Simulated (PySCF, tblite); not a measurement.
# C₆H₁₃FSSi: geometry, infrared bands and NMR shifts

Wanted: the infrared bands and NMR shifts of C₆H₁₃FSSi (`CCC/C=C(\[SiH2]F)SC`), by calculation.

Programs: tblite 0.8.0 and PySCF 2.14.0, with density-fitted response routines of our own. Each step states its level of theory. These are calculated values for one molecule in the gas phase, unless marked as measured. Atoms are numbered from 0 throughout.

## (1) Starting geometry

22 atoms, charge 0, multiplicity 1; geometry from: force field or distance geometry start.

Bonds of the start (Å): C0–C1 1.52, C1–C2 1.55, C2–C3 1.48, C3–C4 1.31, C4–Si5 1.84, Si5–F6 1.68, C4–S7 1.81, S7–C8 1.81, C0–H9 1.12, C0–H10 1.12, C0–H11 1.11, C1–H12 1.09, C1–H13 1.11, C2–H14 1.10, C2–H15 1.12, C3–H16 1.09, Si5–H17 1.46, Si5–H18 1.49, C8–H19 1.11, C8–H20 1.12, C8–H21 1.10.

## (2) Relaxing the molecule with GFN2-xTB

What the job is given:

```
{"job": {"kind": "relax", "xc": "GFN2-xTB", "basis": "xTB"}, "charge": 0, "multiplicity": 1}
C     -3.227800     0.283900     0.484300
C     -1.902900     0.748900    -0.096000
C     -0.845000    -0.092300     0.666100
C      0.520100     0.240700     0.216000
C      1.367600    -0.614800    -0.300600
Si     0.886200    -2.374400    -0.572600
F      0.106400    -3.046900     0.757700
S      3.039300    -0.132000    -0.812300
C      3.246000     1.626300    -0.450700
H     -3.176000    -0.824400     0.629500
H     -4.067700     0.595800    -0.180000
H     -3.300200     0.712400     1.504000
H     -1.857500     0.548400    -1.168200
H     -1.762000     1.825900     0.125600
H     -1.118200    -1.127500     0.426900
H     -0.981400     0.044500     1.766200
H      0.850100     1.271700     0.364000
H      0.091400    -2.431700    -1.797400
H      2.150300    -3.117400    -0.819500
H      4.119100     1.954100    -1.056700
H      3.523100     1.753000     0.623200
H      2.328500     2.175200    -0.711300
```

The run is started by

```console
$ OMP_NUM_THREADS=1 python probes_run.py task.json out
```

The driver reads the jobs from task.json and runs them one after another.

**Question.** This job is followed by: GFN2-xTB harmonic vibrations, gas phase; GIAO PBE0/pcSseg-1 NMR shielding, non-relativistic, gas phase. What will the session give for the following? strongest single infrared mode (GFN2-xTB); zero-point energy (GFN2-xTB); ¹³C shifts against TMS (PBE0/pcSseg-1); ¹H shifts against TMS (PBE0/pcSseg-1, means over atoms taken as alike); ²⁹Si shifts against TMS (PBE0/pcSseg-1); ¹⁹F shifts against CFCl3 (PBE0/pcSseg-1); ³³S shifts against CS2 (PBE0/pcSseg-1); surface potential, 1st and 99th percentile.

**Answer**, as computed:

| quantity | value |
| --- | --- |
| strongest single infrared mode (GFN2-xTB) | 2311 cm⁻¹, 285 km/mol |
| zero-point energy (GFN2-xTB) | 108.4 kcal/mol |
| ¹³C shifts against TMS (PBE0/pcSseg-1) | 142.7, 136.8, 41.7, 29.2, 19.3, 17.0 ppm |
| ¹H shifts against TMS (PBE0/pcSseg-1, means over atoms taken as alike) | 5.80, 5.24, 2.37, 2.16, 1.35, 1.09 ppm |
| ²⁹Si shifts against TMS (PBE0/pcSseg-1) | -8.5 ppm |
| ¹⁹F shifts against CFCl3 (PBE0/pcSseg-1) | -216.6 ppm |
| ³³S shifts against CS2 (PBE0/pcSseg-1) | 26 ppm |
| surface potential, 1st and 99th percentile | -1.16 V and 1.08 V |

In words: The optimisation took 92 steps and gained 0.593 eV; among the close pairs (by a distance rule), Si5–F6 changed most, from 1.682 to 1.615 Å. All 60 modes are real, so the xTB geometry is a minimum. The strongest single mode, at 2311 cm⁻¹, moves mainly H17. Unscaled tight-binding wavenumbers are off by several per cent, some by more. Its intensities can rank the bands wrongly. The most deshielded hydrogen is H16 (hydrogen on an alkene CH), at 5.80 ppm: a vinylic proton, deshielded by the sp2 carbon and the C=C anisotropy. At PBE0/pcSseg-1: Shielding is most anisotropic at S7 (span 334 ppm, paramagnetic term -579 ppm). At PBE0/pcSseg-1, counted by nearest atom on the grid, the HOMO lies on S7 53 %; C3 21 %, the LUMO on C3, C4 about 22 % each; Si5 14 %.
